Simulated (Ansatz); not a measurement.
# Si3Sn: one candidate of a structure search

The task: take a trial cell of Si3Sn to zero force and stress.

Computed with Ansatz 0.2.0 (DFT PBE, scalar-relativistic, plane waves, PAW, unless a step's input says otherwise).

### 1 The starting structure

The structure is orthorhombic, space group Cmmm (No. 65). The conventional cell has a = 5.958 Å, b = 8.070 Å, c = 3.064 Å, α = 90.00°, β = 90.00°, γ = 90.00°. Si (site symmetry mmm) is surrounded by 10 Si at 2.94 to 3.06 Å and 2 Sn at 2.98 Å. Si (site symmetry 2/m) is surrounded by 8 Si at 2.94 to 3.06 Å and 4 Sn at 2.94 Å. Sn (site symmetry mmm) has 10 Si at 2.94 to 2.98 Å and 2 Sn at 3.06 Å as nearest neighbours.

As a file:

```cif
data_structure
_symmetry_space_group_name_H-M 'P 1'
_symmetry_Int_Tables_number 1
_cell_length_a 5.0156
_cell_length_b 5.0156
_cell_length_c 3.0638
_cell_angle_alpha 90.000
_cell_angle_beta 90.000
_cell_angle_gamma 107.119
_cell_volume 73.66
loop_
_atom_site_label
_atom_site_type_symbol
_atom_site_fract_x
_atom_site_fract_y
_atom_site_fract_z
_atom_site_occupancy
Si1 Si 0.00000 0.00000 0.00000 1
Si2 Si 0.00000 0.50000 0.50000 1
Si3 Si 0.50000 0.00000 0.50000 1
Sn1 Sn 0.50000 0.50000 0.00000 1
```

The start is an ordering of an alloy on its end members' structure types: elements ordered on the sites of the Sn type, Si/Sn on Sn (Cmmm, No. 65).

### 2 Probe: one point on a coarse mesh

File input.yaml:

```yaml
crystal:
  lattice:
    - [2.97923024, -4.0349271, 0.0]
    - [2.97923024, 4.0349271, 0.0]
    - [0.0, 0.0, 3.06379604]
  atoms:
    - { symbol: Si, position: [0.0, 0.0, 0.0] }
    - { symbol: Si, position: [0.0, 0.5, 0.5] }
    - { symbol: Si, position: [0.5, 0.0, 0.5] }
    - { symbol: Sn, position: [0.5, 0.5, 0.0] }
basis:
  ecutwfc: 420
kpoints:
  mp_grid: { grid: [4, 4, 6] }
hamiltonian:
  xc: pbe
scf:
  occupations: { method: gaussian, width: 0.1 }
  lower_state_search: "off"
output:
  forces: true
  stress: true
  eigenvalues: true
```

The run is started by

```bash
> ansatz run input.yaml --threads 1 --pin off --max-ram 2560MiB --backend cpu --events-out ev --progress --plain --runs-dir out
```

Standard output, shortened:

```text
[...]
SCF converged after 6 iterations
Free energy (F): -7928.947971 eV
[...]
E sigma→0 (E₀):  -7928.940228 eV
Entropy (-TS):   -0.015485 eV (-3.871 meV/atom)
Fermi energy:    10.353466 eV
[...]
--- Forces (eV/Å), atoms counted from 1 ---
  atom   1  Si     0.00000000     0.00000000     0.00000000
  atom   2  Si     0.00000000    -0.00000000     0.00000000
  atom   3  Si     0.00000000    -0.00000000     0.00000000
  atom   4  Sn    -0.00000000     0.00000000     0.00000000
[...]
--- Stress (GPa, compression-positive) ---
       -2.934851       0.000000      -0.000000
        0.000000      -4.783961       0.000000
       -0.000000       0.000000       8.881099
  P = ⅓ Tr σ = 0.3874 GPa (3.874 kbar)
--- Band table (eV; the first three rows and the last of 28) ---
  k-point 0: bands = ["-11.6011", "-11.4141", "-11.3944", "-11.3472", "-11.3414", "-2.6968", "3.2599", "3.2974", "4.3532", "4.4615", "6.1524", "6.4659", "11.7695", "12.5286", "14.7079", "15.6583", "15.7387", "16.8171", "17.1059", "17.5372", "19.6366"]
[...]
```

Run time: 3.4 s. Hardware: 1 thread of Intel Xeon Platinum 8259CL at 2.50GHz (Skylake/Cascade Lake), shared host; peak memory 0.4 GiB.

Read-out: pressure 0.4 GPa, largest force 0.00 eV/Å, gap on this mesh none (metal). The relaxation goes to the converged mesh at once.

### 3 Full relaxation

input.yaml: that of step 2 with these lines changed.

```diff
@@ -13,3 +13,3 @@
 kpoints:
-  mp_grid: { grid: [4, 4, 6] }
+  mp_grid: { grid: [10, 10, 16] }
 hamiltonian:
@@ -18,3 +18,2 @@
   occupations: { method: gaussian, width: 0.1 }
-  lower_state_search: "off"
 output:
@@ -23 +22,6 @@
   eigenvalues: true
+relax:
+  adjacent_minimum: "off"
+  f_tol: 0.01
+  max_steps: 80
+  cell: { stress_tol: 0.05 }
```

The run is started by

```bash
> ansatz run input.yaml --threads 1 --pin off --max-ram 2560MiB --backend cpu --events-out ev --progress --plain --runs-dir out
```

Standard output:

```text
Warning: RAYON_NUM_THREADS=1 ignored (pool sized by the plan → 1); use --threads N
Engine: ansatz 0.2.0, x86_64-unknown-linux-gnu
Pseudopotentials: kind: paw
Pseudopotential: Si, paw, valence charge 4, recommended cutoff 420 eV (normal), Si.paw.azcp
Pseudopotential: Sn, paw, valence charge 14, recommended cutoff 420 eV (normal), Sn.paw.azcp
Functional definition: PBE
  parameter kappa = 0.804
  parameter beta = 0.06672455060314922
  exchange = pbe_x(kappa = kappa, mu = beta*pi^2/3)
  correlation = pbe_c(beta = beta)
Crystal: 4 atoms, lattice volume = 73.660 Å³
Basis set: ecut = 420 eV, 1447 PW (Γ), exchange–correlation on 72×72×48 points (8 copies of the dense FFT grid, shifted against one another)
Bands: 17, of which v1, the nominal top of the filled ones, is band 13 counted from 1 (12 counted from 0)
Symmetry: 8 space group operations
Space group: Cmmm (ITA 65), of the structure as read, at distance tolerance 4.2e-5 Å
k-points: 279 of 1600
Non-local potential: Si, projectors of the file, l = 0: 2, l = 1: 2, l = 2: 2
Non-local potential: Sn, projectors of the file, l = 0: 2, l = 1: 2, l = 2: 2, l = 3: 2
PAW form: soft (Blöchl's): semilocal exchange-correlation on the pseudo side does not see the compensation charge
PAW one-centre angular grid: Si, 110 points (default); XC on 64 Gauss nodes
PAW one-centre angular grid: Sn, 590 points (default); XC on 64 Gauss nodes
Initial density: superposition of atomic densities (neutral atoms: chi_scale 0, normalization atom), corrected by the library's trained network
Initial wavefunctions: pseudopotential atomic-orbital guess
Functional: x = pbe(κ = 0.804, μ = 0.2195149727645171), c = pbe(β = 0.06672455060314922)
SCF iter   1: F=—  HF=-7929.055732 eV  |F-HF|=—  |Δ(HF+E_count)|=         —  Δρ=1.77e-3  dr2=2.47e-3  ethr=1.77e-3  ⟨swp⟩=6.4  Hψ=60818  notcnv=0  defer=27
automatic band count: the SCF goes on with 21 bands, as 17 were too few: the levels above may hold too much charge
preconditioner: auto → Kerker (q_TF=auto, 2.294 Å⁻¹)  [metal: Δε(μ)=0.009 eV  Ē_g=15.175 eV  σ=0.100 eV  W_gap=0.05  n_scr=10 (ndim 8)  ℏωp=22.1 eV  f_vac=0.000  D(μ)=1.84/eV (n_scr^D=10)]
SCF iter   2: F=—  HF=-7929.055022 eV  |F-HF|=—  |Δ(HF+E_count)|=   7.10e-4  Δρ=9.05e-4  dr2=7.33e-4  ethr=9.50e-6  ⟨swp⟩=2.0  Hψ=11555  notcnv=0  defer=38
SCF iter   3: F=—  HF=-7929.055001 eV  |F-HF|=—  |Δ(HF+E_count)|=   2.08e-5  Δρ=3.12e-4  dr2=8.48e-5  ethr=2.82e-6  ⟨swp⟩=2.1  Hψ=7283  notcnv=0  defer=38
SCF iter   4: F=—  HF=-7929.054979 eV  |F-HF|=—  |Δ(HF+E_count)|=   2.16e-5  Δρ=8.50e-5  dr2=5.43e-6  ethr=3.26e-7  ⟨swp⟩=2.2  Hψ=8984  notcnv=0  defer=38
SCF iter   5: F=—  HF=-7929.054978 eV  |F-HF|=—  |Δ(HF+E_count)|=   1.54e-6  Δρ=2.30e-5  dr2=2.82e-7  ethr=2.09e-8  ⟨swp⟩=2.0  Hψ=8913  notcnv=0  defer=38
SCF iter   6: F=-7929.054978 eV  HF=-7929.054978 eV  |F-HF|=1.35e-8  |Δ(HF+E_count)|=   1.10e-7  Δρ=5.42e-6  dr2=1.68e-8  ethr=3.85e-10  ⟨swp⟩=8.6  Hψ=28493  notcnv=0
SCF 1 converged in 6 iterations: F = -7929.054978 eV  dr2 = 1.68e-8
relax step   1: F+E_penalty+E_count = -7929.05497765 eV  Δ(F+E_penalty+E_count) = +0.000e0 eV  max|allowed force component| = 7.563e-29 eV/Å  Δτ_max = 0.0000 Å  P = +0.747 GPa  Ω = 73.660 Å³  (6 SCF iters, dr2 threshold 1.00e-7 eV, accepted)
Crystal: 4 atoms, lattice volume = 75.028 Å³
Basis set: ecut = 420 eV, 1481 PW (Γ), exchange–correlation on 72×72×48 points (8 copies of the dense FFT grid, shifted against one another)
Bands: 21, of which v1, the nominal top of the filled ones, is band 13 counted from 1 (12 counted from 0)
Initial density: handed on by an earlier stage of this run
Initial wavefunctions: those handed on with the density
iter 1 solved again at ethr=3.57e-6 eV; its pass at ethr=3.10e-3 eV (dr2=9.27e-4 eV) is discarded
SCF iter   1: F=—  HF=-7929.087928 eV  |F-HF|=—  |Δ(HF+E_count)|=         —  Δρ=1.17e-3  dr2=9.91e-4  ethr=3.57e-6  ⟨swp⟩=2.1  Hψ=41154  notcnv=0
preconditioner: auto → Kerker (q_TF=auto, 2.287 Å⁻¹)  [metal: Δε(μ)=0.008 eV  Ē_g=15.064 eV  σ=0.100 eV  W_gap=0.04  n_scr=10 (ndim 8)  ℏωp=21.9 eV  f_vac=0.000  D(μ)=1.77/eV (n_scr^D=8)]
SCF iter   2: F=—  HF=-7929.087876 eV  |F-HF|=—  |Δ(HF+E_count)|=   5.19e-5  Δρ=7.56e-4  dr2=4.22e-4  ethr=3.57e-6  ⟨swp⟩=1.0  Hψ=5859  notcnv=0
SCF iter   3: F=—  HF=-7929.087845 eV  |F-HF|=—  |Δ(HF+E_count)|=   3.09e-5  Δρ=5.79e-5  dr2=1.59e-6  ethr=1.62e-6  ⟨swp⟩=1.9  Hψ=7958  notcnv=0
SCF iter   4: F=—  HF=-7929.087857 eV  |F-HF|=—  |Δ(HF+E_count)|=   1.14e-5  Δρ=1.10e-5  dr2=6.08e-8  ethr=1.54e-9  ⟨swp⟩=7.0  Hψ=28303  notcnv=0
SCF iter   5: F=-7929.087857 eV  HF=-7929.087857 eV  |F-HF|=1.76e-10  |Δ(HF+E_count)|=   2.30e-8  Δρ=1.71e-6  dr2=1.71e-9  ethr=2.34e-10  ⟨swp⟩=2.1  Hψ=16825  notcnv=0
SCF 2 converged in 5 iterations: F = -7929.087857 eV  dr2 = 1.71e-9
relax step   2: F+E_penalty+E_count = -7929.08785665 eV  Δ(F+E_penalty+E_count) = -3.288e-2 eV  max|allowed force component| = 3.787e-29 eV/Å  Δτ_max = 0.0000 Å  P = -0.493 GPa  Ω = 75.028 Å³  energy of the carried Pulay correction = -2.967e-4 eV  (5 SCF iters, dr2 threshold 4.00e-7 eV, accepted)
Crystal: 4 atoms, lattice volume = 74.050 Å³
Basis set: ecut = 420 eV, 1469 PW (Γ), exchange–correlation on 72×72×48 points (8 copies of the dense FFT grid, shifted against one another)
iter 1 solved again at ethr=9.71e-6 eV; its pass at ethr=3.10e-3 eV (dr2=2.53e-3 eV) is discarded
SCF iter   1: F=—  HF=-7929.139474 eV  |F-HF|=—  |Δ(HF+E_count)|=         —  Δρ=2.00e-3  dr2=2.60e-3  ethr=9.71e-6  ⟨swp⟩=2.0  Hψ=40252  notcnv=0
preconditioner: auto → Kerker (q_TF=auto, 2.292 Å⁻¹)  [metal: Δε(μ)=0.004 eV  Ē_g=15.101 eV  σ=0.100 eV  W_gap=0.02  n_scr=10 (ndim 8)  ℏωp=22.0 eV  f_vac=0.000  D(μ)=1.76/eV (n_scr^D=8)]
SCF iter   2: F=—  HF=-7929.139399 eV  |F-HF|=—  |Δ(HF+E_count)|=   7.55e-5  Δρ=1.27e-3  dr2=1.02e-3  ethr=9.71e-6  ⟨swp⟩=1.0  Hψ=5859  notcnv=0
SCF iter   3: F=—  HF=-7929.139428 eV  |F-HF|=—  |Δ(HF+E_count)|=   2.88e-5  Δρ=1.29e-4  dr2=1.10e-5  ethr=3.94e-6  ⟨swp⟩=2.3  Hψ=8027  notcnv=0
SCF iter   4: F=—  HF=-7929.139441 eV  |F-HF|=—  |Δ(HF+E_count)|=   1.33e-5  Δρ=2.82e-5  dr2=5.27e-7  ethr=4.24e-8  ⟨swp⟩=2.1  Hψ=7891  notcnv=0
SCF iter   5: F=-7929.139441 eV  HF=-7929.139441 eV  |F-HF|=3.05e-9  |Δ(HF+E_count)|=   5.02e-8  Δρ=6.09e-6  dr2=2.95e-8  ethr=1.54e-9  ⟨swp⟩=6.1  Hψ=26013  notcnv=0
SCF 3 converged in 5 iterations: F = -7929.139441 eV  dr2 = 2.95e-8
relax step   3: F+E_penalty+E_count = -7929.13944095 eV  Δ(F+E_penalty+E_count) = -5.158e-2 eV  max|allowed force component| = 9.355e-30 eV/Å  Δτ_max = 0.0000 Å  P = -0.052 GPa  Ω = 74.050 Å³  energy of the carried Pulay correction = -8.491e-5 eV  (5 SCF iters, dr2 threshold 4.00e-7 eV, accepted)
[... from here on, the SCF cycles and remarks between the steps are left out ...]
relax step   4: F+E_penalty+E_count = -7929.20428940 eV  Δ(F+E_penalty+E_count) = -6.485e-2 eV  max|allowed force component| = 6.040e-31 eV/Å  Δτ_max = 0.0000 Å  P = -0.095 GPa  Ω = 73.471 Å³  energy of the carried Pulay correction = +4.183e-5 eV  (5 SCF iters, dr2 threshold 4.00e-7 eV, accepted)
relax step   5: F+E_penalty+E_count = -7929.23739908 eV  Δ(F+E_penalty+E_count) = -3.311e-2 eV  max|allowed force component| = 7.889e-31 eV/Å  Δτ_max = 0.0000 Å  P = +0.970 GPa  Ω = 72.395 Å³  energy of the carried Pulay correction = +2.857e-4 eV  (5 SCF iters, dr2 threshold 4.00e-7 eV, accepted)
relax step   6: F+E_penalty+E_count = -7929.24626828 eV  Δ(F+E_penalty+E_count) = -8.869e-3 eV  max|allowed force component| = 7.563e-29 eV/Å  Δτ_max = 0.0000 Å  P = +0.124 GPa  Ω = 73.183 Å³  energy of the carried Pulay correction = +1.120e-4 eV  (4 SCF iters, dr2 threshold 4.00e-7 eV, accepted)
relax step   7: F+E_penalty+E_count = -7929.24765972 eV  Δ(F+E_penalty+E_count) = -1.391e-3 eV  max|allowed force component| = 9.497e-30 eV/Å  Δτ_max = 0.0000 Å  P = -0.245 GPa  Ω = 73.540 Å³  energy of the carried Pulay correction = +3.970e-5 eV  (4 SCF iters, dr2 threshold 4.00e-7 eV, accepted)
relax step   8: F+E_penalty+E_count = -7929.25180405 eV  Δ(F+E_penalty+E_count) = -4.144e-3 eV  max|allowed force component| = 9.479e-30 eV/Å  Δτ_max = 0.0000 Å  P = -0.202 GPa  Ω = 73.524 Å³  energy of the carried Pulay correction = +4.438e-5 eV  (3 SCF iters, dr2 threshold 4.00e-7 eV, accepted)
relax step   9: F+E_penalty+E_count = -7929.25252555 eV  Δ(F+E_penalty+E_count) = -7.215e-4 eV  max|allowed force component| = 9.499e-30 eV/Å  Δτ_max = 0.0000 Å  P = +0.013 GPa  Ω = 73.337 Å³  energy of the carried Pulay correction = +8.725e-5 eV  (3 SCF iters, dr2 threshold 4.00e-7 eV, accepted)
relax step  10: F+E_penalty+E_count = -7929.25271616 eV  Δ(F+E_penalty+E_count) = -1.906e-4 eV  max|allowed force component| = 9.567e-30 eV/Å  Δτ_max = 0.0000 Å  P = -0.013 GPa  Ω = 73.356 Å³  energy of the carried Pulay correction = +8.292e-5 eV  (3 SCF iters, dr2 threshold 1.02e-7 eV, accepted)
relax step  11: F+E_penalty+E_count = -7929.25904644 eV  Δ(F+E_penalty+E_count) = -6.330e-3 eV  max|allowed force component| = 9.429e-30 eV/Å  Δτ_max = 0.0000 Å  P = +0.063 GPa  Ω = 73.356 Å³  stress off target by 2.66e-1 GPa  SCF on the basis re-selected at this cell (its energy is not comparable with the rows above)  (5 SCF iters)
relax step  12: F+E_penalty+E_count = -7929.25933570 eV  Δ(F+E_penalty+E_count) = -2.893e-4 eV  max|allowed force component| = 7.603e-29 eV/Å  Δτ_max = 0.0000 Å  P = -0.050 GPa  Ω = 73.509 Å³  energy of the carried Pulay correction = -3.505e-5 eV  (3 SCF iters, dr2 threshold 1.77e-7 eV, accepted)
relax step  13: F+E_penalty+E_count = -7929.25941185 eV  Δ(F+E_penalty+E_count) = -7.615e-5 eV  max|allowed force component| = 9.454e-30 eV/Å  Δτ_max = 0.0000 Å  P = +0.249 GPa  Ω = 73.280 Å³  energy of the carried Pulay correction = +1.298e-5 eV  (5 SCF iters, dr2 threshold 3.81e-8 eV, accepted)
relax step  14: F+E_penalty+E_count = -7929.25958442 eV  Δ(F+E_penalty+E_count) = -1.726e-4 eV  max|allowed force component| = 1.519e-28 eV/Å  Δτ_max = 0.0000 Å  P = -0.006 GPa  Ω = 73.522 Å³  energy of the carried Pulay correction = -4.144e-5 eV  (3 SCF iters, dr2 threshold 2.72e-7 eV, accepted)
iter 1 solved again at ethr=1.62e-7 eV; its pass at ethr=3.10e-3 eV (dr2=4.20e-5 eV) is discarded
SCF iter   1: F=—  HF=-7929.259578 eV  |F-HF|=—  |Δ(HF+E_count)|=         —  Δρ=1.29e-5  dr2=5.80e-8  ethr=1.62e-7  ⟨swp⟩=3.1  Hψ=47530  notcnv=0
preconditioner: auto → Kerker (q_TF=auto, 2.294 Å⁻¹)  [metal: Δε(μ)=0.010 eV  Ē_g=15.184 eV  σ=0.100 eV  W_gap=0.06  n_scr=18 (ndim 8)  ℏωp=22.1 eV  f_vac=0.000  D(μ)=1.54/eV (n_scr^D=8)]
SCF iter   2: F=—  HF=-7929.259637 eV  |F-HF|=—  |Δ(HF+E_count)|=   5.86e-5  Δρ=7.45e-6  dr2=2.38e-8  ethr=2.23e-10  ⟨swp⟩=2.4  Hψ=9683  notcnv=0
SCF iter   3: F=—  HF=-7929.259637 eV  |F-HF|=—  |Δ(HF+E_count)|=   1.39e-8  Δρ=1.71e-6  dr2=1.20e-9  ethr=9.17e-11  ⟨swp⟩=2.5  Hψ=9616  notcnv=0
SCF iter   4: F=—  HF=-7929.259637 eV  |F-HF|=—  |Δ(HF+E_count)|=  2.87e-10  Δρ=8.23e-7  dr2=2.34e-10  ethr=4.63e-12  ⟨swp⟩=2.0  Hψ=7553  notcnv=0
SCF iter   5: F=-7929.259637 eV  HF=-7929.259637 eV  |F-HF|=2.73e-12  |Δ(HF+E_count)|=  9.46e-11  Δρ=1.83e-7  dr2=1.10e-11  ethr=1.00e-12  ⟨swp⟩=3.4  Hψ=21412  notcnv=0
SCF 15 converged in 5 iterations: F = -7929.259637 eV  dr2 = 1.10e-11
relax step  15: F+E_penalty+E_count = -7929.25963666 eV  Δ(F+E_penalty+E_count) = -5.224e-5 eV  max|allowed force component| = 1.515e-28 eV/Å  Δτ_max = 0.0000 Å  P = -0.005 GPa  Ω = 73.522 Å³  stress off target by 2.08e-2 GPa  SCF on the basis re-selected at this cell (its energy is not comparable with the rows above)  (5 SCF iters)
basis re-selected at this cell: Δ(F+E_penalty+E_count) = -5.224e-5 eV, ΔP = +0.001 GPa vs the last step (what re-selecting the basis moved, of the pressure what is left beyond the Pulay correction that the steps carried, after the strain that the cell walked since its last selection, with what the two solves' SCF thresholds leave and, on support functions, any second-order correction that the steps lacked; it is no measure of the basis error at this ecutwfc). This SCF's stress stands 2.08e-2 GPa from its target on what of the cell is left free (relax.cell.stress_tol is 5.00e-2 GPa) and its largest allowed force component is 1.51e-28 eV/Å (relax.f_tol is 1.00e-2 eV/Å): within both
SCF converged after 5 iterations
Free energy (F): -7929.259637 eV
Harris-Foulkes:  -7929.259637 eV  (|F-HF|=2.73e-12)
Internal energy: -7929.251955 eV  (E = F + TS)
E sigma→0 (E₀):  -7929.255796 eV
Entropy (-TS):   -0.007682 eV (-1.920 meV/atom)
Fermi energy:    10.173468 eV
--- Per-component energies (eV) ---
  E_band       = -32.197336
  E_kinetic    = 303.312907
  E_local      = -1104.540989  (includes V_loc(G=0)·N_el)
  E_nonlocal   = 44.896143
  E_hartree    = 660.837016
  E_xc         = -548.259692
  E_vxc        = -236.352882  (∫ρ·V_xc dr)
  E_paw        = -5672.747973  (= ΣΔE_a)
  E_vpaw       = -361.186631  (= ΣTr[D̂ρ^β])
  E_aug_tail   = 0.000022  (compensation charges beyond the density's cutoff)
  E_ewald      = -1612.749390
  E_smearing   = -0.007682  (= −TS)
  E_closure    = -0.000000  (closes the sum)
  Σ components = -7929.259637   (vs F -7929.259637, Δ=0.00e0)
--- Forces (eV/Å), atoms counted from 1 ---
  atom   1  Si     0.00000000    -0.00000000     0.00000000
  atom   2  Si     0.00000000     0.00000000     0.00000000
  atom   3  Si     0.00000000    -0.00000000     0.00000000
  atom   4  Sn     0.00000000     0.00000000     0.00000000
  max |Σ_I F_I| component: 2.02e-28 eV/Å
--- Stress (GPa, compression-positive) ---
       -0.020812       0.000000      -0.000000
        0.000000      -0.011552       0.000000
       -0.000000       0.000000       0.016560
  P = ⅓ Tr σ = -0.0053 GPa (-0.053 kbar)
--- Band table (eV; the first three rows and the last of 279) ---
  k-point 0: bands = ["-11.3833", "-11.3644", "-11.3399", "-11.3354", "-11.3315", "-2.6897", "4.3013", "4.4855", "4.8956", "4.9327", "8.0314", "8.1435", "8.6161", "12.5708", "12.7933", "13.2296", "14.4225", "15.4044", "15.5271", "15.8211", "16.6758"]
  k-point 1: bands = ["-11.3802", "-11.3641", "-11.3395", "-11.3368", "-11.3328", "-2.6445", "4.3365", "4.5250", "4.9412", "4.9783", "6.9863", "8.6613", "9.0827", "12.7875", "12.8171", "12.9406", "14.0394", "14.7080", "14.7198", "15.8659", "17.5531"]
  k-point 2: bands = ["-11.3715", "-11.3632", "-11.3410", "-11.3381", "-11.3367", "-2.5090", "4.4411", "4.6390", "5.0777", "5.1146", "5.8701", "8.7965", "9.8779", "12.2613", "12.8184", "13.1704", "13.4546", "13.5613", "13.7529", "15.9932", "16.9967"]
  k-point 278: bands = ["-11.3830", "-11.3729", "-11.3487", "-11.3408", "-11.2822", "2.4887", "2.5304", "4.1058", "4.1597", "4.2045", "4.2754", "4.7761", "4.8775", "13.5627", "14.7849", "15.4014", "16.0139", "16.2600", "17.1914", "17.2664", "18.1131"]
--- Relaxed structure (13 steps of the walk, 13 accepted, 2 SCFs on fresh bases) ---
  F+E_penalty+E_count = -7929.25963666 eV   max|allowed force component| = 1.515e-28 eV/Å   (the final SCF, on the basis selected at the relaxed cell)
  cell:  # Å, volume = 73.5222 Å³
    - [2.9436484556192712, -3.481445812025313, -7.532145550455407e-18]
    - [2.9436484556192712, 3.481445812025313, 7.532145550455567e-18]
    - [8.220596171923483e-32, 5.719299788635368e-18, 3.5870945379799903]
  atoms:
    - { symbol: Si, position: [-2.175422691696359e-34, 1.5340208990317174e-34, -1.4836824602749686e-67] }
    - { symbol: Si, position: [4.106986075210587e-19, 0.5000000000000001, 0.5] }
    - { symbol: Si, position: [0.5000000000000001, -4.106986075210727e-19, 0.5] }
    - { symbol: Sn, position: [0.5000000000000001, 0.5000000000000001, -4.632530699992286e-35] }
```

Wall time 6 min (1 thread of Intel Xeon Platinum 8259CL at 2.50GHz (Skylake/Cascade Lake), shared host); peak memory 0.69 GiB.

The steps of the relaxation:

```
step  E - E(step 1) (eV/cell)  largest force component (eV/Å)  pressure (GPa)  volume (Å³)
   1                   0.0000                          0.0000            0.75        73.66
   2                  -0.0329                          0.0000           -0.49        75.03
   3                  -0.0845                          0.0000           -0.05        74.05
   4                  -0.1493                          0.0000           -0.09        73.47
   5                  -0.1824                          0.0000            0.97        72.39
   6                  -0.1913                          0.0000            0.12        73.18
   7                  -0.1927                          0.0000           -0.25        73.54
   8                  -0.1968                          0.0000           -0.20        73.52
   9                  -0.1975                          0.0000            0.01        73.34
  10                  -0.1977                          0.0000           -0.01        73.36
  11                  -0.2041                          0.0000            0.06        73.36
  12                  -0.2044                          0.0000           -0.05        73.51
  13                  -0.2044                          0.0000            0.25        73.28
  14                  -0.2046                          0.0000           -0.01        73.52
  15                  -0.2047                          0.0000           -0.01        73.52
```

Step 1 is the start. Steps 11, 15 each repeat the geometry before them on a plane-wave basis chosen anew, so the energy can jump there without any move.

Lengths and angles in the start's conventional setting:

|  | before | after | change |
| --- | --- | --- | --- |
| a (Å) | 5.958 | 5.887 | -1.2 % |
| b (Å) | 8.070 | 6.963 | -13.7 % |
| c (Å) | 3.064 | 3.587 | +17.1 % |
| volume (Å³/atom) | 18.41 | 18.38 | -0.2 % |
| shortest distance (Å) | 2.939 | 2.901 | -1.3 % |
| space group (0.01 Å) | Cmmm | Cmmm | same |

Forces and stress were held to the start's 8 operations: a distortion of lower symmetry was not tested.

### 4 Outcome

| quantity | value |
| --- | --- |
| symmetry at the end (tolerance 0.05 Å) | space group Cmmm (No. 65) |
| conventional cell | a = 5.887 Å, b = 6.963 Å, c = 3.587 Å, α = 90.00°, β = 90.00°, γ = 90.00° |
| volume | 18.38 Å³/atom |
| energy over the elements, grey Sn | +0.60 eV/atom |
| gap on the mesh | none (metal) |

**Reading.** The space group Cmmm (No. 65) is kept, at nearly the size of the first guess. With a positive formation energy it can't be a ground state. No finished test with a distortion of lower symmetry is shown, so the end may be a saddle point.
